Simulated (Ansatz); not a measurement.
# Pb: strong compression

An exercise on one series of results from a longer session: the logs are not shown, and one member is left open.

Computed with Ansatz 0.2.0 (DFT PBE, with the methods named in each step, unless a step's input says otherwise).

**Starting point**

The structure is cubic, space group Fm-3m (No. 225). The conventional cell has a = 5.035 Å, b = 5.035 Å, c = 5.035 Å, α = 90.00°, β = 90.00°, γ = 90.00°. Around Pb (site symmetry m-3m) lie 12 Pb at 3.56 Å.

As a file:

```xyz
1
Lattice="0.0000 2.5176 2.5176 2.5176 0.0000 2.5176 2.5176 2.5176 0.0000" Properties=species:S:1:pos:R:3 pbc="T T T"
Pb    0.0000    0.0000    0.0000
```

Whether this phase is the stable one at these pressures isn't tested.

Set-up of the first run:

The input, input.yaml:

```yaml
crystal:
  lattice:
    - [0.0, 2.517582716, 2.517582716]
    - [2.517582716, 0.0, 2.517582716]
    - [2.517582716, 2.517582716, 0.0]
  atoms:
    - { symbol: Pb, position: [0.0, 0.0, 0.0] }
kpoints:
  mp_grid: { grid: [14, 14, 14] }
scf:
  occupations: { method: fermi_dirac, width: 0.05 }
hamiltonian:
  xc: pbe
  pseudopotentials: { kind: paw }
output:
  forces: true
  stress: true
relax:
  f_tol: 0.005
  max_steps: 40
  cell: {}
```

Launch:

```console
> ansatz run input.yaml --threads 1 --pin off --max-ram 2048MiB --backend cpu --events-out ev --progress --plain --runs-dir out
```

Among the steps run: Cell relaxed at zero pressure, PAW; Volume scaled by 1, PAW; Volume scaled by 0.88, PAW; Volume scaled by 0.78, PAW; Volume scaled by 0.68, PAW; Volume scaled by 0.68, PAW (source ansatz); Volume scaled by 0.58, PAW; Volume scaled by 0.5, PAW; Volume scaled by 0.43, PAW; Volume scaled by 0.43, PAW (partial_waves polarizable).

One table of the session follows, with a row left open; its other results are not shown here.

 The rows PAW, 0.43 and PAW (partial_waves polarizable), 0.43 agree to the last digit and may rest on the same set-up.

```
                         method  volume over the first  volume (Å³/atom)  pressure (GPa)
                            PAW                      1            32.016            0.01
                            PAW                   0.88                 ?               ?
                            PAW                   0.78            24.973           18.08
                            PAW                   0.68            21.771           39.12
                            PAW                   0.58            18.569           81.60
                            PAW                    0.5            16.008          149.99
                            PAW                   0.43            13.767          266.33
PAW (partial_waves polarizable)                   0.43            13.767          266.33
            PAW (source ansatz)                   0.68            21.771           39.24
```

**Question.** Estimate the row for PAW, 0.88.

The run gave: volume (Å³/atom): 28.174; pressure (GPa): 6.94. In the column «volume (Å³/atom)» it lies between PAW, 0.78 (24.973) and PAW, 1 (32.016).
